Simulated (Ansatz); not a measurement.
**CH₄FGaSi: one molecule under many settings**

Aim: run CH₄FGaSi under a spread of inputs, and see what each costs and gives.

The runs use Ansatz 0.2.0, Gaussian basis; the settings change from run to run.

## Step 1: The molecule

The geometry comes from an earlier relaxation with PBE0-D4 in a triple-zeta def2 set; it is a stationary point, not always the lowest conformer.

8 atoms, charge 0, spin multiplicity 1.

Atoms are counted from 1 here; the program's logs count them from 0.

Bond lengths: F1–C2 1.351 Å, C2–Si3 1.768 Å, C2–H5 1.085 Å, Si3–Ga4 2.501 Å, Si3–H6 1.477 Å, Si3–H7 1.479 Å, Ga4–H8 1.614 Å. Angles: F1–C2–Si3 121.3°, F1–C2–H5 112.6°, Si3–C2–H5 126.0°, C2–Si3–Ga4 80.0°, C2–Si3–H6 119.8°, C2–Si3–H7 113.6°, Ga4–Si3–H6 112.4°, Ga4–Si3–H7 107.3°, H6–Si3–H7 116.9°, Si3–Ga4–H8 110.1°.

Coordinates:

```xyz
8
CH4FGaSi
F    -1.8018    0.6944   -0.3301
C    -0.5039    0.5145   -0.6595
Si    0.7717    0.5872    0.5620
Ga    0.1089   -1.8158    0.7663
H    -0.3717    0.2514   -1.7039
H     0.5490    1.3403    1.8128
H     2.1365    0.6209   -0.0068
H    -0.7968   -2.2498   -0.4967
```

## Step 2: B2PLYP/def2-TZVP

This run has unrestricted orbitals, atoms shaken by 0.03 Å, relativity set to none, high accuracy.

File in.yaml:

```yaml
crystal:
  periodic: [false, false, false]
  atoms:
    - {symbol: F, position_ang: [-1.803257, 0.698446, -0.291078]}
    - {symbol: C, position_ang: [-0.487477, 0.528925, -0.696315]}
    - {symbol: Si, position_ang: [0.775839, 0.534339, 0.576374]}
    - {symbol: Ga, position_ang: [0.142740, -1.856358, 0.773728]}
    - {symbol: H, position_ang: [-0.341556, 0.225648, -1.677217]}
    - {symbol: H, position_ang: [0.531339, 1.314153, 1.843319]}
    - {symbol: H, position_ang: [2.092422, 0.631285, 0.024899]}
    - {symbol: H, position_ang: [-0.795443, -2.223013, -0.512266]}
basis:
  gaussian: {orbitals: def2-TZVP}
magnetization: {spin_polarized: true, initial_magnetization: 0}
hamiltonian: {xc: {name: B2PLYP}, pseudopotentials: {relativity: none}}
accuracy: high
```

The run is started by

```
ansatz run in.yaml --threads 2 --pin off --events-out ev --progress --plain --max-ram 4352MiB
```

What it wrote:

```text
Functional definition: B2PLYP
  name "B2PLYP"
  cite "Grimme, J. Chem. Phys. 124, 034108 (2006) doi:10.1063/1.2148954"
  cite "Becke, Phys. Rev. A 38, 3098 (1988) doi:10.1103/PhysRevA.38.3098"
  cite "Lee, Yang & Parr, Phys. Rev. B 37, 785 (1988) doi:10.1103/PhysRevB.37.785"
  parameter a = 0.53
  parameter c = 0.27
  exchange = (1 - a)*b88_x + a*exact_x
  correlation = (1 - c)*lyp_c + c*(mp2_os + mp2_ss)
3000 factors; integrals over basis functions are off by at most 4.5e-9 eV
mean field evaluation 1: about -64046.3141 eV, gradient 2.8e1 eV
mean field evaluation 2: about -64046.4091 eV, gradient 2.8e1 eV
mean field evaluation 4: about -64050.9250 eV, gradient 3.2e0 eV
mean field evaluation 8: about -64051.0096 eV, gradient 6.9e-1 eV
mean field evaluation 16: about -64051.0122 eV, gradient 4.7e-4 eV
mean field evaluation 32: about -64051.0681 eV, gradient 5.6e-1 eV
mean field -64051.11830359 eV, -2353.8351822495 hartree, gradient 2.5e-8 eV, S^2 0.451442; 6 other end points of the search recorded, 0 dependent functions left out
16 core orbitals not correlated: weight in the atoms' cores, before any rotation towards them, 1.000 or more for the frozen orbitals, at most 0.000 for the correlated occupied ones
reference -64051.11832970 eV, -2353.8351832092 hartree; 16, 16 occupied and 139, 139 virtual orbitals, 3000 factors
second order -24.39008210 eV of doubles, -0.00000000 eV of singles
Total energy: -64057.70365187 eV, -2354.0771893351 hartree
```

Run time: 56 s. Hardware: 2 threads of Arm Neoverse V1, shared host; peak memory 1.1 GiB.

⟨S²⟩ 0.451. The spin excess of 0.45 shows a contaminated determinant.

## Step 3: LC-wPBE/def2-mTZVPP

This run has charge +1, multiplicity 2, restricted open-shell orbitals.

File in.yaml:

```yaml
crystal:
  periodic: [false, false, false]
  atoms:
    - {symbol: F, position_ang: [-1.801767, 0.694449, -0.330051]}
    - {symbol: C, position_ang: [-0.503853, 0.514517, -0.659548]}
    - {symbol: Si, position_ang: [0.771721, 0.587160, 0.561975]}
    - {symbol: Ga, position_ang: [0.108949, -1.815839, 0.766337]}
    - {symbol: H, position_ang: [-0.371680, 0.251351, -1.703874]}
    - {symbol: H, position_ang: [0.549030, 1.340324, 1.812841]}
    - {symbol: H, position_ang: [2.136493, 0.620863, -0.006783]}
    - {symbol: H, position_ang: [-0.796794, -2.249826, -0.496697]}
basis:
  gaussian: {orbitals: def2-mTZVPP}
total_charge: 1
magnetization: {spin_polarized: false, initial_magnetization: 1}
hamiltonian: {xc: {name: LC-wPBE}}
output: {forces: true}
```

Same command.

What it wrote, shortened:

```text
Functional definition: LC-wPBE
  name "LC-wPBE"
  cite "Vydrov & Scuseria, J. Chem. Phys. 125, 234109 (2006) doi:10.1063/1.2409292"
  cite "Heyd & Scuseria, J. Chem. Phys. 120, 7274 (2004) doi:10.1063/1.1668634"
  cite "Ernzerhof & Perdew, J. Chem. Phys. 109, 3313 (1998) doi:10.1063/1.476928"
  cite "Perdew, Burke & Ernzerhof, Phys. Rev. Lett. 77, 3865 (1996) doi:10.1103/PhysRevLett.77.3865"
  parent pbe
[...]
1187 factors; their error is unknown
430 factors; integrals over basis functions are off by at most 1.5e-5 eV
[...]
mean field -64054.08050301 eV, -2353.9440410705 hartree, gradient 1.6e-5 eV, S^2 0.750000; 1 other end points of the search recorded, 0 dependent functions left out
[...]
reference -64054.08050302 eV, -2353.9440410708 hartree; 32, 31 occupied and 94, 95 virtual orbitals, 1187 factors
Total energy: -64054.08050302 eV, -2353.9440410708 hartree
Atom 0 at    -1.801767     0.694449    -0.330051 Å, force     1.469077    -0.192806    -0.291148 eV/Å
Atom 1 at    -0.503853     0.514517    -0.659548 Å, force    -2.356120     0.171563    -0.705346 eV/Å
Atom 2 at     0.771721     0.587160     0.561975 Å, force     1.469591    -0.097976     1.823623 eV/Å
Atom 3 at     0.108949    -1.815839     0.766337 Å, force    -0.454707     0.736379    -1.241044 eV/Å
Atom 4 at    -0.371680     0.251351    -1.703874 Å, force    -0.073313     0.055136    -0.146688 eV/Å
Atom 5 at     0.549030     1.340324     1.812841 Å, force    -0.129331    -0.066951    -0.215175 eV/Å
Atom 6 at     2.136493     0.620863    -0.006783 Å, force    -0.217755    -0.061135    -0.060408 eV/Å
Atom 7 at    -0.796794    -2.249826    -0.496697 Å, force     0.292558    -0.544210     0.836187 eV/Å
Dipole moment:     0.479392    -0.173579     0.090711 e Å
```

It took 6.5 s on 2 threads of Arm Neoverse V1, shared host; peak memory 0.31 GiB.

Largest force 2.465 eV/Å.

## Step 4: SPW92/STO-3G

This run has charge -1, multiplicity 2.

in.yaml, as its differences from that of step 3:

```diff
@@ -12,6 +12,6 @@
 basis:
-  gaussian: {orbitals: def2-mTZVPP}
-total_charge: 1
-magnetization: {spin_polarized: false, initial_magnetization: 1}
-hamiltonian: {xc: {name: LC-wPBE}}
+  gaussian: {orbitals: STO-3G}
+total_charge: -1
+magnetization: {spin_polarized: true, initial_magnetization: 1}
+hamiltonian: {xc: {name: SPW92}}
 output: {forces: true}
```

The command is unchanged.

What it wrote, shortened:

```text
Functional definition: SPW92
  name "SPW92"
  cite "Dirac, Proc. Camb. Phil. Soc. 26, 376 (1930) doi:10.1017/S0305004100016108"
  cite "Slater, Phys. Rev. 81, 385 (1951) doi:10.1103/PhysRev.81.385"
  cite "Perdew & Wang, Phys. Rev. B 45, 13244 (1992) doi:10.1103/PhysRevB.45.13244"
[...]
472 factors; integrals over basis functions are off by at most 4.6e-5 eV
[...]
mean field -63161.33536691 eV, -2321.1362624430 hartree, gradient 2.1e-6 eV, S^2 0.958353; 10 other end points of the search recorded, 0 dependent functions left out
[...]
reference -63161.33538741 eV, -2321.1362631964 hartree; 33, 32 occupied and 8, 9 virtual orbitals, 472 factors
Total energy: -63161.33538741 eV, -2321.1362631964 hartree
Atom 0 at    -1.801767     0.694449    -0.330051 Å, force    -1.449716     0.585401     0.059667 eV/Å
Atom 1 at    -0.503853     0.514517    -0.659548 Å, force    -0.302659    -0.081001     0.294252 eV/Å
Atom 2 at     0.771721     0.587160     0.561975 Å, force     0.966066    -3.646993     1.091326 eV/Å
Atom 3 at     0.108949    -1.815839     0.766337 Å, force    -1.123280     1.591816    -2.264602 eV/Å
Atom 4 at    -0.371680     0.251351    -1.703874 Å, force     0.395875    -0.252414    -0.799519 eV/Å
Atom 5 at     0.549030     1.340324     1.812841 Å, force     0.210362     0.231319    -0.649588 eV/Å
Atom 6 at     2.136493     0.620863    -0.006783 Å, force    -0.404991     0.824201     0.255176 eV/Å
Atom 7 at    -0.796794    -2.249826    -0.496697 Å, force     1.708343     0.747671     2.013289 eV/Å
Dipole moment:    -0.062942     1.012338    -0.393844 e Å
```

It took 4.1 s on 2 threads of Arm Neoverse V1, shared host.

Largest force 3.927 eV/Å, ⟨S²⟩ 0.958. The spin excess of 0.21 shows a contaminated determinant.

## Step 5: CCSD/cc-pVTZ-DK

Options: atoms shaken by 0.03 Å, a grid of angular degree 11.

File in.yaml:

```yaml
crystal:
  periodic: [false, false, false]
  atoms:
    - {symbol: F, position_ang: [-1.789659, 0.690917, -0.334635]}
    - {symbol: C, position_ang: [-0.522476, 0.539601, -0.682192]}
    - {symbol: Si, position_ang: [0.746024, 0.595525, 0.531503]}
    - {symbol: Ga, position_ang: [0.093294, -1.786045, 0.772164]}
    - {symbol: H, position_ang: [-0.370998, 0.243635, -1.703876]}
    - {symbol: H, position_ang: [0.560511, 1.363858, 1.734350]}
    - {symbol: H, position_ang: [2.110053, 0.667878, -0.036465]}
    - {symbol: H, position_ang: [-0.808650, -2.230681, -0.534293]}
basis:
  gaussian: {orbitals: cc-pVTZ-DK, final_grid: {core_spheres: 5, valence_spheres: 4, degree: 11}}
hamiltonian: {xc: {name: HF}}
correlation: {method: ccsd}
```

Same command.

What it wrote, shortened:

```text
Functional definition: HF
  name "HF"
  cite "Fock, Z. Phys. 61, 126 (1930) doi:10.1007/BF01340294"
  parent pbe
[...]
1163 factors; integrals over basis functions are off by at most 1.1e-3 eV
[...]
mean field -64529.57178048 eV, -2371.4180232180 hartree, gradient 2.2e-6 eV, S^2 0.000000; 0 other end points of the search recorded, 0 dependent functions left out; unrestricted orbitals would lower it
[...]
16 core orbitals not correlated: weight in the atoms' cores, before any rotation towards them, 1.000 or more for the frozen orbitals, at most 0.000 for the correlated occupied ones
reference -64529.57178048 eV, -2371.4180232180 hartree; 16, 16 occupied and 161, 161 virtual orbitals, 1163 factors
second order -19.14107481 eV of doubles, -0.00000000 eV of singles
cycle   1  -19.22645559 eV  change   -8.5e-2 eV  update   1.3e-1
[...]
cycle  13  -20.01791481 eV  change   -4.1e-6 eV  update   1.1e-5
Total energy: -64549.58969529 eV, -2372.1536680186 hartree
Relativity: scalar
```

It took 46 s on 2 threads of Arm Neoverse V1, shared host; peak memory 2.1 GiB.

T1 0.017.

## Step 6: SVWN5/def2-TZVPD

This run has the search for lower states set to full.

File in.yaml:

```yaml
crystal:
  periodic: [false, false, false]
  atoms:
    - {symbol: F, position_ang: [-1.801767, 0.694449, -0.330051]}
    - {symbol: C, position_ang: [-0.503853, 0.514517, -0.659548]}
    - {symbol: Si, position_ang: [0.771721, 0.587160, 0.561975]}
    - {symbol: Ga, position_ang: [0.108949, -1.815839, 0.766337]}
    - {symbol: H, position_ang: [-0.371680, 0.251351, -1.703874]}
    - {symbol: H, position_ang: [0.549030, 1.340324, 1.812841]}
    - {symbol: H, position_ang: [2.136493, 0.620863, -0.006783]}
    - {symbol: H, position_ang: [-0.796794, -2.249826, -0.496697]}
basis:
  gaussian: {orbitals: def2-TZVPD}
hamiltonian: {xc: {name: SVWN5}}
scf: {lower_state_search: full}
output: {forces: true}
```

Same command.

What it wrote, shortened:

```text
Functional definition: SVWN5
  name "SVWN5"
  cite "Dirac, Proc. Camb. Phil. Soc. 26, 376 (1930) doi:10.1017/S0305004100016108"
  cite "Slater, Phys. Rev. 81, 385 (1951) doi:10.1103/PhysRev.81.385"
  cite "Vosko, Wilk & Nusair, Can. J. Phys. 58, 1200 (1980) doi:10.1139/p80-159"
[...]
1226 factors; their error is unknown
[...]
mean field -63933.17043088 eV, -2349.5006778755 hartree, gradient 4.4e-5 eV, S^2 0.000000; 2 other end points of the search recorded, 0 dependent functions left out
[...]
reference -63933.17048093 eV, -2349.5006797148 hartree; 32, 32 occupied and 178, 178 virtual orbitals, 1226 factors
Total energy: -63933.17048093 eV, -2349.5006797148 hartree
Atom 0 at    -1.801767     0.694449    -0.330051 Å, force     0.181559    -0.004931    -0.015370 eV/Å
Atom 1 at    -0.503853     0.514517    -0.659548 Å, force    -0.260364     0.018675     0.362193 eV/Å
Atom 2 at     0.771721     0.587160     0.561975 Å, force    -0.173883    -0.368838    -0.008980 eV/Å
Atom 3 at     0.108949    -1.815839     0.766337 Å, force     0.091598     0.259153     0.032132 eV/Å
Atom 4 at    -0.371680     0.251351    -1.703874 Å, force     0.061281    -0.087630    -0.371293 eV/Å
Atom 5 at     0.549030     1.340324     1.812841 Å, force    -0.044965     0.102959     0.149813 eV/Å
Atom 6 at     2.136493     0.620863    -0.006783 Å, force     0.150883     0.006244    -0.095452 eV/Å
Atom 7 at    -0.796794    -2.249826    -0.496697 Å, force    -0.006108     0.074369    -0.053043 eV/Å
Dipole moment:     0.314138     0.034870     0.026581 e Å
```

Wall time 4.3 s (2 threads of Arm Neoverse V1, shared host); peak memory 0.34 GiB.

Largest force 0.446 eV/Å, dipole 1.52 D.

## Step 7: PBE0-DH/ANO-RCC-VTZP

in.yaml, as its differences from that of step 6:

```diff
@@ -12,5 +12,4 @@
 basis:
-  gaussian: {orbitals: def2-TZVPD}
-hamiltonian: {xc: {name: SVWN5}}
-scf: {lower_state_search: full}
+  gaussian: {orbitals: ANO-RCC-VTZP}
+hamiltonian: {xc: {name: PBE0-DH}}
 output: {forces: true}
```

Launched as before.

What it wrote, shortened:

```text
Functional definition: PBE0-DH
  name "PBE0-DH"
  cite "Brémond & Adamo, J. Chem. Phys. 135, 024106 (2011) doi:10.1063/1.3604569"
  cite "Perdew, Burke & Ernzerhof, Phys. Rev. Lett. 77, 3865 (1996) doi:10.1103/PhysRevLett.77.3865"
[...]
1177 factors; integrals over basis functions are off by at most 8.3e-4 eV
[...]
mean field -64589.49313111 eV, -2373.6200922374 hartree, gradient 3.7e-6 eV, S^2 0.000000; 0 other end points of the search recorded, 0 dependent functions left out; unrestricted orbitals would lower it
16 core orbitals not correlated: weight in the atoms' cores, before any rotation towards them, 1.000 or more for the frozen orbitals, at most 0.000 for the correlated occupied ones
reference -64589.49316327 eV, -2373.6200934193 hartree; 16, 16 occupied and 161, 161 virtual orbitals, 1177 factors
second order -33.92722005 eV of doubles, -0.00000000 eV of singles
[...]
Total energy: -64593.73406578 eV, -2373.7759437118 hartree
Relativity: scalar
Atom 0 at    -1.801767     0.694449    -0.330051 Å, force     0.199579    -0.027021    -0.050777 eV/Å
Atom 1 at    -0.503853     0.514517    -0.659548 Å, force    -0.085871    -0.016880    -0.020751 eV/Å
Atom 2 at     0.771721     0.587160     0.561975 Å, force    -0.011217     0.047912    -0.032272 eV/Å
Atom 3 at     0.108949    -1.815839     0.766337 Å, force    -0.126115    -0.014405    -0.208793 eV/Å
Atom 4 at    -0.371680     0.251351    -1.703874 Å, force    -0.025827     0.025116     0.161681 eV/Å
Atom 5 at     0.549030     1.340324     1.812841 Å, force     0.012991    -0.072387    -0.089129 eV/Å
Atom 6 at     2.136493     0.620863    -0.006783 Å, force    -0.101791    -0.015019     0.045475 eV/Å
Atom 7 at    -0.796794    -2.249826    -0.496697 Å, force     0.138251     0.072684     0.194566 eV/Å
Dipole moment:     0.353282     0.031822     0.042562 e Å
```

It took 43 s on 2 threads of Arm Neoverse V1, shared host; peak memory 0.72 GiB.

Largest force 0.250 eV/Å, dipole 1.72 D.

## Step 8: MP2/STO-3G

Options: charge +1, multiplicity 2, restricted open-shell orbitals, a point charge of -1.00 e beside it, correlated electrons set to outside_noble_gas.

in.yaml, as its differences from that of step 7:

```diff
@@ -12,4 +12,6 @@
 basis:
-  gaussian: {orbitals: ANO-RCC-VTZP}
-hamiltonian: {xc: {name: PBE0-DH}}
-output: {forces: true}
+  gaussian: {orbitals: STO-3G, point_charges: [{charge: -1.00, position_ang: [5.961, 0.231, -0.560]}]}
+total_charge: 1
+magnetization: {spin_polarized: false, initial_magnetization: 1}
+hamiltonian: {xc: {name: HF}}
+correlation: {method: mp2, electrons: outside_noble_gas}
```

The command is unchanged.

What it wrote, shortened:

```text
Functional definition: HF
  name "HF"
  cite "Fock, Z. Phys. 61, 126 (1930) doi:10.1007/BF01340294"
  parent pbe
[...]
471 factors; integrals over basis functions are off by at most 7.0e-5 eV
[...]
mean field -63244.14581172 eV, -2324.1794901591 hartree, gradient 3.0e-6 eV, S^2 0.750000; 9 other end points of the search recorded, 0 dependent functions left out
[...]
unrestricted determinant -63244.48971844 eV, -2324.1921284978 hartree, S^2 1.4390
21 core orbitals not correlated, not the lowest: weight in the atoms' cores, before any rotation towards them, 0.020 or more for the frozen orbitals, at most 0.099 for the correlated occupied ones
reference -63244.14581172 eV, -2324.1794901591 hartree; 11, 10 occupied and 9, 10 virtual orbitals, 471 factors
second order -3.94442102 eV of doubles, -0.00034825 eV of singles
Total energy: -63248.09058099 eV, -2324.3244577557 hartree
```

It took 2 s on 2 threads of Arm Neoverse V1, shared host.

## Step 9: RPBE/ANO-RCC-VTZP

Options: high accuracy.

in.yaml, as its differences from that of step 8:

```diff
@@ -12,6 +12,4 @@
 basis:
-  gaussian: {orbitals: STO-3G, point_charges: [{charge: -1.00, position_ang: [5.961, 0.231, -0.560]}]}
-total_charge: 1
-magnetization: {spin_polarized: false, initial_magnetization: 1}
-hamiltonian: {xc: {name: HF}}
-correlation: {method: mp2, electrons: outside_noble_gas}
+  gaussian: {orbitals: ANO-RCC-VTZP}
+hamiltonian: {xc: {name: RPBE}}
+accuracy: high
```

The command is unchanged.

What it wrote:

```text
Functional definition: RPBE
  name "RPBE"
  cite "Hammer, Hansen & Nørskov, Phys. Rev. B 59, 7413 (1999) doi:10.1103/PhysRevB.59.7413"
  cite "Perdew, Burke & Ernzerhof, Phys. Rev. Lett. 77, 3865 (1996) doi:10.1103/PhysRevLett.77.3865"
  parameter kappa = 0.804
  parameter beta = 0.06672455060314922
  exchange = rpbe_x(kappa = kappa, mu = beta*pi^2/3)
  correlation = pbe_c(beta = beta)
3602 factors; integrals over basis functions are off by at most 4.2e-9 eV
mean field evaluation 1: about -64598.0023 eV, gradient 6.7e1 eV
mean field evaluation 2: about -64497.0179 eV, gradient 1.7e2 eV
mean field evaluation 4: about -64608.4119 eV, gradient 2.6e1 eV
mean field evaluation 8: about -64609.6605 eV, gradient 3.8e-1 eV
mean field evaluation 16: about -64609.6565 eV, gradient 7.2e-4 eV
mean field -64609.65650438 eV, -2374.3610825377 hartree, gradient 1.9e-8 eV, S^2 0.000000; 0 other end points of the search recorded, 0 dependent functions left out
reference -64609.65651062 eV, -2374.3610827671 hartree; 32, 32 occupied and 161, 161 virtual orbitals, 3602 factors
Total energy: -64609.65651062 eV, -2374.3610827671 hartree
Relativity: scalar
```

It took 2 min on 2 threads of Arm Neoverse V1, shared host; peak memory 1 GiB.

## Step 10: B3LYP/aug-cc-pVTZ

in.yaml, as its differences from that of step 9:

```diff
@@ -12,4 +12,3 @@
 basis:
-  gaussian: {orbitals: ANO-RCC-VTZP}
-hamiltonian: {xc: {name: RPBE}}
-accuracy: high
+  gaussian: {orbitals: aug-cc-pVTZ}
+hamiltonian: {xc: {name: B3LYP}}
```

Same command.

What it wrote, shortened:

```text
Functional definition: B3LYP
  name "B3LYP"
  cite "Stephens, Devlin, Chabalowski & Frisch, J. Phys. Chem. 98, 11623 (1994) doi:10.1021/j100096a001"
  cite "Becke, Phys. Rev. A 38, 3098 (1988) doi:10.1103/PhysRevA.38.3098"
  cite "Lee, Yang & Parr, Phys. Rev. B 37, 785 (1988) doi:10.1103/PhysRevB.37.785"
  cite "Vosko, Wilk & Nusair, Can. J. Phys. 58, 1200 (1980) doi:10.1139/p80-159"
[...]
1484 factors; their error is unknown
[...]
mean field -64076.93019356 eV, -2354.7837517100 hartree, gradient 5.1e-5 eV, S^2 0.000000; 0 other end points of the search recorded, 0 dependent functions left out
reference -64076.93049762 eV, -2354.7837628843 hartree; 32, 32 occupied and 261, 261 virtual orbitals, 1484 factors
Total energy: -64076.93049762 eV, -2354.7837628843 hartree
```

Run time: 11 s. Hardware: 2 threads of Arm Neoverse V1, shared host; peak memory 0.71 GiB.

## Step 11: The runs in one table

```
               level  charge  multiplicity               geometry  functions  energy (eV)   time
    B2PLYP/def2-TZVP       0             1                 shaken        171   -64057.704   56 s
 LC-wPBE/def2-mTZVPP       1             2                relaxed        126   -64054.081  6.5 s
        SPW92/STO-3G      -1             2                relaxed         41   -63161.335  4.1 s
     CCSD/cc-pVTZ-DK       0             1                 shaken        193   -64549.590   46 s
    SVWN5/def2-TZVPD       0             1                relaxed        210   -63933.170  4.3 s
PBE0-DH/ANO-RCC-VTZP       0             1                relaxed        193   -64593.734   43 s
          MP2/STO-3G       1             2  relaxed, point charge         41   -63248.091    2 s
   RPBE/ANO-RCC-VTZP       0             1                relaxed        193   -64609.657  2 min
   B3LYP/aug-cc-pVTZ       0             1                relaxed        293   -64076.930   11 s
```

## Step 12: Results

```
                                         quantity                     value
                                             runs                         9
                                         quickest           MP2/STO-3G, 2 s
                                          slowest  RPBE/ANO-RCC-VTZP, 2 min
spread of total energies, same state and geometry                  676.5 eV
                  dipole, same state and geometry            1.52 to 1.72 D
```

What this shows: RPBE/ANO-RCC-VTZP took 61 times as long as MP2/STO-3G. The jobs differ in tasks and options as well as level. Total energies at one charge and spin differ by 676 eV between levels, so only differences within one level mean anything. Some of these runs are scalar-relativistic and others not, which shifts the totals of all-electron atoms past neon by eV; core potentials, where a basis has them, take the core out of the total altogether. At the PBE0-D4/def2-TZVP geometry and in the same state, runs without warnings or point charges leave forces up to 0.45 eV/Å (SVWN5/def2-TZVPD).
